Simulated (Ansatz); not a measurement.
# HfN (rocksalt type): the cost of one run

Program: Ansatz 0.2.0. Level of theory: DFT, PBE, all-electron LAPW, scalar-relativistic. These are calculated values, not measurements.

**1. Starting point**

Symmetry: Fm-3m, No. 225, cubic system. The conventional cell has a = 4.548 Å, b = 4.548 Å, c = 4.548 Å, α = 90.00°, β = 90.00°, γ = 90.00°. Hf (site symmetry m-3m) has 6 N at 2.27 Å as nearest neighbours. N (site symmetry m-3m) has 6 Hf at 2.27 Å as nearest neighbours.

Coordinates:

```cif
data_structure
_symmetry_space_group_name_H-M 'Fm-3m'
_symmetry_Int_Tables_number 225
_cell_length_a 4.5477
_cell_length_b 4.5477
_cell_length_c 4.5477
_cell_angle_alpha 90.000
_cell_angle_beta 90.000
_cell_angle_gamma 90.000
_cell_volume 94.05
loop_
_atom_site_label
_atom_site_type_symbol
_atom_site_symmetry_multiplicity
_atom_site_Wyckoff_symbol
_atom_site_fract_x
_atom_site_fract_y
_atom_site_fract_z
_atom_site_occupancy
Hf1 Hf 4 a 0.00000 0.00000 0.00000 1
N1 N 4 b 0.00000 0.00000 0.50000 1
```

The file gives the conventional cell by its symmetry; the runs use the cell typed in the input.

Atoms are numbered in the order of the input: Hf1, Hf2, N3, N4.

**2. Bulk in the slab's orientation, LAPW**

input.yaml reads:

```yaml
crystal:
  lattice:
    - [-2.2738603126, 2.2738603126, 0.0]
    - [0.0, 0.0, 4.5477206253]
    - [2.2738603126, 2.2738603126, 0.0]
  atoms:
    - { symbol: Hf, position: [0.0, 0.0, 0.0] }
    - { symbol: Hf, position: [0.5, 0.5, 0.5] }
    - { symbol: "N", position: [0.5, 0.0, 0.5] }
    - { symbol: "N", position: [0.0, 0.5, 0.0] }
kpoints:
  mp_grid: { grid: [9, 7, 9] }
scf:
  occupations: { method: fermi_dirac, width: 0.02 }
hamiltonian:
  xc: pbe
  pseudopotentials: { kind: all_electron, lapw: { basis_error: 0.001 } }
output:
  forces: true
  stress: true
  eigenvalues: true
```

Run with:

```
> ansatz run input.yaml --threads 2 --pin off --max-ram 4096MiB --backend cpu --events-out ev --progress --plain --runs-dir out
```

**Question.** How long does this run take on 2 threads of AMD EPYC 9R45 (Zen 5), shared host, and how much memory does it need?

About 10 s, with a peak of 0.7 GiB.
